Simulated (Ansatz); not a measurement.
# Mo (Im-3m): equation of state with a fit, by script

Where is the equilibrium volume of Mo (Im-3m), and how stiff is it? Aim: an equation of state with a fit, for Mo (Im-3m), run from a script.

Program: Ansatz 0.2.0 through its Python package. Level of theory: DFT r2SCAN, plane waves, PAW. These are calculated values, not measurements.

## 1. The system

It takes space group Im-3m (No. 229, cubic). Conventional cell: a = 3.147 Å, b = 3.147 Å, c = 3.147 Å, α = 90.00°, β = 90.00°, γ = 90.00°. Mo (site symmetry m-3m) is surrounded by 8 Mo at 2.73 Å.

No structure file is read: the coordinates are typed or built in the script.

## 2. The script

Contents of mo_eos.py:

```python
"""Equation of state of Mo."""

from dataclasses import dataclass

import ansatz as az
from ase.eos import EquationOfState
from ase.units import GPa
import numpy as np


@dataclass(frozen=True)
class RunConfig:
    xc: str = "r2SCAN"
    smearing_width: float = 0.1
    scf_tol: float = 1e-09
    kmesh: tuple[int, ...] = (15, 15, 15)


opts = RunConfig()

VECTORS = np.array([
    [-1.573415, 1.573415, 1.573415],
    [1.573415, -1.573415, 1.573415],
    [1.573415, 1.573415, -1.573415],
])
SITES = [
    ("Mo", (0.0, 0.0, 0.0)),
]


def crystal_on(cell):
    crystal = az.Crystal(lattice=az.Lattice.of(cell))
    for symbol, position in SITES:
        crystal = crystal.atom(symbol, position)
    return crystal

# scale the volume, keep shape and fractions
volumes, energies, pressures = [], [], []
for scale in np.linspace(0.9, 1.1, 9):
    cell = VECTORS * scale ** (1 / 3)
    job = (
        crystal_on(cell).calculation()
        .functional(opts.xc)
        .basis(45 * az.Ry)
        .occupations(az.OccupationsMethod.FERMI_DIRAC, width=opts.smearing_width)
        .scf(tolerance=opts.scf_tol)
        .kpoints(*opts.kmesh)
        .stress()
    )
    summary = job.run(threads=1, backend="cpu").report
    volumes.append(abs(np.linalg.det(cell)) / len(SITES))
    energies.append(summary["free_energy_ev"] / len(SITES))
    pressures.append(np.trace(summary["stress_gpa"]) / 3)
    print(f"V = {volumes[-1]:8.4f} A^3/atom  F = {energies[-1]:.5f} eV/atom  P = {pressures[-1]:8.3f} GPa")

eos = EquationOfState(volumes, energies, eos="sj")
v0, e0, bulk = eos.fit()
print(f"V0 = {v0:.4f} A^3/atom, E0 = {e0:.5f} eV/atom, B = {bulk / GPa:.1f} GPa")
```

## 3. What the engine is handed

The package turns the script's settings into the engine's input (first run):

```yaml
crystal:
  lattice:
    - [-1.519115480079267, 1.519115480079267, 1.519115480079267]
    - [1.519115480079267, -1.519115480079267, 1.519115480079267]
    - [1.519115480079267, 1.519115480079267, -1.519115480079267]
  atoms:
    - { symbol: Mo, position: [0.0, 0.0, 0.0] }
basis:
  ecutwfc: 612.25619053473
kpoints:
  mp_grid:
    grid: [15, 15, 15]
hamiltonian:
  xc: r2scan
scf:
  convergence:
    dr2_threshold: 1.0e-09
  occupations:
    method: fermi_dirac
    width: 0.1
output:
  stress: true
```

## 4. Running it

The run is started by

```
python mo_eos.py
```

**Question.** Estimate the equilibrium volume and the bulk modulus.

The runs gave:

| quantity | value |
| --- | --- |
| runs compared | 9 |
| range of energy | 173.47 meV/atom |
| lowest point, volume (Å³/atom) | 15.581 |
| equilibrium volume (fit) | 15.65 Å³/atom |
| bulk modulus (fit) | 273 GPa |

In words: A third-order Birch-Murnaghan fit through the 9 points (the script's own form differs a little) has its minimum at 15.65 Å³ an atom, 0.4 % above the typed cell, with a bulk modulus of 273 GPa. From that minimum the energy rises by 173.7 meV an atom on the compressed side and 103.6 meV on the expanded side. Pressure is positive in compression.
